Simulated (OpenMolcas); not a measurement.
# One shape, several levels: doublet C2F4O+

Aim: a comparison of 6 runs (UHF/STO-3G, UHF/3-21G, U-r2SCAN/cc-pVDZ, U-revPBE/cc-pVDZ, UB3LYP/cc-pVDZ, ROMP2/cc-pVDZ) of doublet C2F4O+. 

Program for the calculation: OpenMolcas 26.06.

### Step 1. The structure to begin with

C2F4O+: 7 atoms, total charge +1, spin state doublet. SMILES of the parent species: `O=C(F)C(F)(F)F`. Geometry: relaxed at PBE0-D4/def2-TZVP. That shape belongs to the parent species and isn't relaxed for this state.

Bond lengths: O1–C2 1.172 Å, C2–F3 1.326 Å, C2–C4 1.542 Å, C4–F5 1.330 Å, C4–F6 1.330 Å, C4–F7 1.318 Å. Angles: O1–C2–F3 124.0°, O1–C2–C4 126.4°, F3–C2–C4 109.5°, C2–C4–F5 109.8°, C2–C4–F6 109.8°, C2–C4–F7 110.2°, F5–C4–F6 108.7°, F5–C4–F7 109.1°, F6–C4–F7 109.1°.

### Step 2. The energy at UHF/STO-3G (run 1)

File struct.xyz:

```xyz
7

O      1.061180    -1.396170     0.701140
C      0.088980    -0.798110     0.435150
F     -1.136840    -1.201010     0.739860
C      0.018150     0.551850    -0.306440
F     -0.697880     0.418270    -1.418740
F     -0.564330     1.461580     0.468830
F      1.230750     0.963590    -0.619810
```

File mol.input:

```
* C2F4O Hartree-Fock
>>> EXPORT MOLCAS_PRINT=2

&gateway
 baslib=$CurrDir
 coord=struct.xyz
 basis=STO-3G
 group=NoSym

&seward

&scf
 uhf
 charge=1
 spin=2
 thresholds=1e-10 1e-07 1e-07 1e-05
 prorbitals=1 1
```

The basis set STO-3G is read from a file made from the Basis Set Exchange's data (not shown).

Run with:

```sh
$ export MOLCAS_MEM=1860
$ pymolcas mol.input > mol.log
```

Output:

```text
--- Start Module: gateway ---
[...]
--- Stop Module: gateway /rc=_RC_ALL_IS_WELL_ ---
--- Start Module: seward ---
[...]
      Basis functions           35
--- Stop Module: seward /rc=_RC_ALL_IS_WELL_ ---
--- Start Module: scf ---
[...]
       Convergence after  25 Iterations
[...]
::    Total SCF energy                               -540.4645527218
[...]
      Total spin, S                                     0.5231781704
[...]
      Total electronic charge=   55.000000
      Total            charge=    1.000000
[...]
      Dipole Moment (debye):
      Origin of the operator (angstrom)=   -0.0339    0.0510   -0.0259
                   X=  7.2216E-01               Y= -3.4588E+00               Z=  1.8635E+00           Total=  3.9947E+00
      Center of Charge (angstrom)
[...]
--- Stop Module: scf /rc=_RC_ALL_IS_WELL_ ---
[...]
```

Run time: 2.1 s. Hardware: 1 thread of Arm Neoverse V1, shared host; peak memory 0.38 GiB.

### Step 3. A single-point energy at UHF/3-21G (run 2)

File test.input:

```
* C2F4O Hartree-Fock

&GATEWAY
 BasLib
 $CurrDir
 Coord
 7
 bohr
 O      2.00533957    -2.63837892     1.32496258
 C      0.16814783    -1.50820932     0.82231432
 F     -2.14831625    -2.26957997     1.39813277
 C      0.03429853     1.04284536    -0.57908767
 F     -1.31880207     0.79041575    -2.68103004
 F     -1.06642914     2.76198591     0.88596030
 F      2.32578043     1.82092120    -1.17127115
 Basis
 3-21G
 Group
 NoSym

&SEWARD

&SCF
 UHF
 Charge
 1
 Spin
 2
 Thresholds
 1e-10 1e-07 1e-07 1e-05
 PrOrbitals
 1 1
```

The basis set 3-21G is read from a file made from the Basis Set Exchange's data (not shown).

Run with:

```sh
$ export MOLCAS_MEM=1860
$ pymolcas test.input > test.log
```

Output:

```text
--- Start Module: gateway ---
[...]
--- Stop Module: gateway /rc=_RC_ALL_IS_WELL_ ---
--- Start Module: seward ---
[...]
      Basis functions           63
--- Stop Module: seward /rc=_RC_ALL_IS_WELL_ ---
--- Start Module: scf ---
[...]
       Convergence after  27 Iterations
[...]
::    Total SCF energy                               -544.9155104661
[...]
      Total spin, S                                     0.5150139281
[...]
      Total electronic charge=   55.000000
      Total            charge=    1.000000
[...]
      Dipole Moment (debye):
      Origin of the operator (angstrom)=   -0.0339    0.0510   -0.0259
                   X=  1.3211E+00               Y= -3.9911E+00               Z=  2.1169E+00           Total=  4.7070E+00
      Center of Charge (angstrom)
[...]
--- Stop Module: scf /rc=_RC_ALL_IS_WELL_ ---
[...]
```

It took 3.9 s on 1 thread of Arm Neoverse V1, shared host; peak memory 0.4 GiB.

Run 3 isn't shown in full; the table further down has it.

### Step 4. A single-point energy at U-revPBE/cc-pVDZ (run 4)

File job.input:

```
* C2F4O Kohn-Sham DFT
>>> EXPORT MOLCAS_PRINT=2

&GATEWAY
  BasLib = $CurrDir
  Coord
  7
  angstrom
  O        1.061180      -1.396170       0.701140
  C        0.088980      -0.798110       0.435150
  F       -1.136840      -1.201010       0.739860
  C        0.018150       0.551850      -0.306440
  F       -0.697880       0.418270      -1.418740
  F       -0.564330       1.461580       0.468830
  F        1.230750       0.963590      -0.619810
  Basis = cc-pVDZ
  Group = NoSym

&SEWARD
  GridInput
  Grid=UltraFine
  End of Grid

&SCF
  UHF
  Charge = 1
  Spin = 2
  KSDFT = revPBE
  Thresholds = 1e-10 1e-07 1e-07 1e-05
  PrOrbitals = 1 2
```

The basis set cc-pVDZ is read from a file made from the Basis Set Exchange's data (not shown).

Run with:

```sh
$ export MOLCAS_MEM=1860
$ pymolcas job.input > job.log
```

Output:

```text
--- Start Module: gateway ---
[...]
--- Stop Module: gateway /rc=_RC_ALL_IS_WELL_ ---
--- Start Module: seward ---
[...]
      Basis functions           98
--- Stop Module: seward /rc=_RC_ALL_IS_WELL_ ---
[...]
--- Start Module: scf ---
[...]
       Convergence after  33 Iterations
[...]
::    Total KS-DFT energy                            -550.2257123264
[...]
      Total spin, S                                     0.5013219317
[...]
      Total electronic charge=   55.000000
      Total            charge=    1.000000
[...]
      Dipole Moment (debye):
      Origin of the operator (angstrom)=   -0.0339    0.0510   -0.0259
                   X=  3.1527E-01               Y= -1.7765E+00               Z=  9.6079E-01           Total=  2.0441E+00
      Center of Charge (angstrom)
[...]
--- Stop Module: scf /rc=_RC_ALL_IS_WELL_ ---
[...]
```

Run time: 97 s. Hardware: 1 thread of Arm Neoverse V1, shared host; peak memory 0.55 GiB.

Run 5 isn't shown in full; the table further down has it.

### Step 5. A single-point energy at ROMP2/cc-pVDZ (run 6)

File run.inp:

```
&GATEWAY
BasLib=$CurrDir
Coord
7
angstrom
O        1.061180      -1.396170       0.701140
C        0.088980      -0.798110       0.435150
F       -1.136840      -1.201010       0.739860
C        0.018150       0.551850      -0.306440
F       -0.697880       0.418270      -1.418740
F       -0.564330       1.461580       0.468830
F        1.230750       0.963590      -0.619810
Basis=cc-pVDZ
Group=NoSym
&SEWARD
&SCF
UHF
Charge=1
Spin=2
Thresholds=1e-10 1e-07 1e-07 1e-05
PrOrbitals=1 2
&RASSCF
FileOrb=$Project.UnaOrb
Spin=2
Nactel=1 0 0
Inactive=27
Ras2=1
OutOrbitals=Canonical
OrbListing=NoCore
&CASPT2
IPEA=0.0
Frozen=7
```

The basis set cc-pVDZ is read from a file made from the Basis Set Exchange's data (not shown).

Run with:

```sh
$ export MOLCAS_MEM=1860
$ pymolcas run.inp > run.log
```

Output:

```text
--- Start Module: gateway ---
[...]
--- Stop Module: gateway /rc=_RC_ALL_IS_WELL_ ---
[...]
      Basis functions           98
[...]
       Convergence after  26 Iterations
[...]
::    Total SCF energy                               -547.9517033025
[...]
      Total spin, S                                     0.5110908498
[...]
--- Start Module: rasscf ---
[...]
      Number of active orbitals                  1
[...]
      Spin quantum number                      0.5
[...]
      Active orbitals                            1
[...]
      Number of CSFs                             1
[...]
      Number of root(s) required                 1
[...]
      Convergence after 11 iterations
[...]
      printout of CI-coefficients larger than  0.05 for root  1
      energy=    -547.945341
      conf/sym  1     Coeff  Weight
             1  u   1.00000 1.00000
      Natural orbitals and occupation numbers for root  1
      sym 1:   1.000000
      ************************************************************************************************************************
      *                                                    Final results                                                     *
[...]
::    RASSCF root number  1 Total energy:   -547.94534128
[...]
      Total electronic charge=   55.000000
      Total            charge=    1.000000
[...]
      Dipole Moment (debye):
      Origin of the operator (angstrom)=   -0.0339    0.0510   -0.0259
                   X=  1.4857E+00               Y= -4.0293E+00               Z=  2.1270E+00           Total=  4.7923E+00
      Center of Charge (angstrom)
[...]
--- Stop Module: rasscf /rc=_RC_ALL_IS_WELL_ ---
[...]
--- Start Module: caspt2 ---
[...]
 ###    WARNING: User changed nr of frozen orbitals.                         ###
 ###############################################################################
[...]
      E2 (Variational):          -1.1413429076
      Total energy:            -549.0866841832
[...]
      Reference weight:           0.78691
[...]
::    CASPT2 Root  1     Total energy:   -549.08668418
[...]
--- Stop Module: caspt2 /rc=_RC_ALL_IS_WELL_ ---
[...]
```

Run time: 21 s. Hardware: 1 thread of Arm Neoverse V1, shared host; peak memory 0.55 GiB.

### Step 6. The series

| run | level | integration grid | frozen core orbitals | energy (Eh) | HOMO energy (eV) | LUMO energy (eV) | ⟨S²⟩ | wall time |
| --- | --- | --- | --- | --- | --- | --- | --- | --- |
| 1 | UHF/STO-3G | – | – | -540.464553 | -19.48 | -6.34 | 0.797 | 2.1 s |
| 2 | UHF/3-21G | – | – | -544.915510 | -23.64 | -9.72 | 0.780 | 3.9 s |
| 3 | U-r2SCAN/cc-pVDZ | UltraFine | – | -550.153894 | -17.10 | -15.94 | 0.756 | 2.5 min |
| 4 | U-revPBE/cc-pVDZ | UltraFine | – | -550.225712 | -16.45 | -15.71 | 0.753 | 97 s |
| 5 | UB3LYP/cc-pVDZ | UltraFine | – | -550.368449 | -18.24 | -15.45 | 0.756 | 86 s |
| 6 | ROMP2/cc-pVDZ | – | 7 | -549.086684 | – | – | – | 21 s |

### Step 7. What came out

| quantity | value |
| --- | --- |
| run 6: total energy | -549.08668 Eh |

Totals of different functionals can't be ranked against each other. In run 1 the basis is minimal, so the values are rough. All runs together took 6 min, the longest 2.5 min.
